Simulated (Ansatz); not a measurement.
# GdMn: the cost of one run

Program: Ansatz 0.2.0. Level of theory: DFT PBEsol, scalar-relativistic, plane waves, PAW. These are calculated values, not measurements.

## 1. Starting point

The structure is cubic, space group Pm-3m (No. 221). Conventional cell: a = 3.448 Å, b = 3.448 Å, c = 3.448 Å, α = 90.00°, β = 90.00°, γ = 90.00°. Gd (site symmetry m-3m) has 8 Mn at 2.99 Å as nearest neighbours. Around Mn (site symmetry m-3m) lie 8 Gd at 2.99 Å.

Structure file:

```xyz
2
Lattice="3.4475 0.0000 0.0000 0.0000 3.4475 0.0000 0.0000 0.0000 3.4475" Properties=species:S:1:pos:R:3 pbc="T T T"
Gd    0.0000    0.0000    0.0000
Mn    1.7238    1.7238    1.7238
```

An earlier run at PBEsol left this cell at 20.488 Å³/atom and -0.03 GPa (10×10×10 mesh). The large moments point both ways.

The changes: atom 2 (Mn) moved 0.08 Å along z; strain e1 = +0.03, atoms carried along.

## 2. Atom 2 (Mn) moved 0.08 Å along z

Contents of input.yaml:

```yaml
crystal:
  lattice:
    - [3.4475309497, 0.0, 0.0]
    - [0.0, 3.4475309497, 0.0]
    - [0.0, 0.0, 3.4475309497]
  atoms:
    - { symbol: Gd, position: [0.0, 0.0, 0.0], spin: 7.89 }
    - { symbol: Mn, position: [0.5, 0.5, 0.5232050129], spin: -3.61 }
basis:
  ecutwfc: 420
  ecutrho_ratio: 4
kpoints:
  mp_grid: { grid: [10, 10, 10] }
hamiltonian:
  xc: pbesol
scf:
  occupations: { method: gaussian, width: 0.05 }
  lower_state_search: "off"
output:
  forces: true
  stress: true
  eigenvalues: true
  populations: true
  write_density: true
  write_potential: true
  elf: true
  volumetric_format: npy
magnetization:
  spin_polarized: true
checkpoint:
  read: start.run
  write: ck
  compress: false
  write_wavefunctions: false
  write_every: 100000
```

start.run holds the converged state of the cell before the atoms were moved.

Command:

```
$ ansatz run input.yaml --threads 4 --pin off --max-ram 4096MiB --backend cpu --events-out ev --progress --plain --runs-dir out
```

**Question.** How long does this run take on 4 threads of Arm Neoverse N1, shared host, and how much memory does it need?

About 16 s, with a peak of 0.61 GiB.
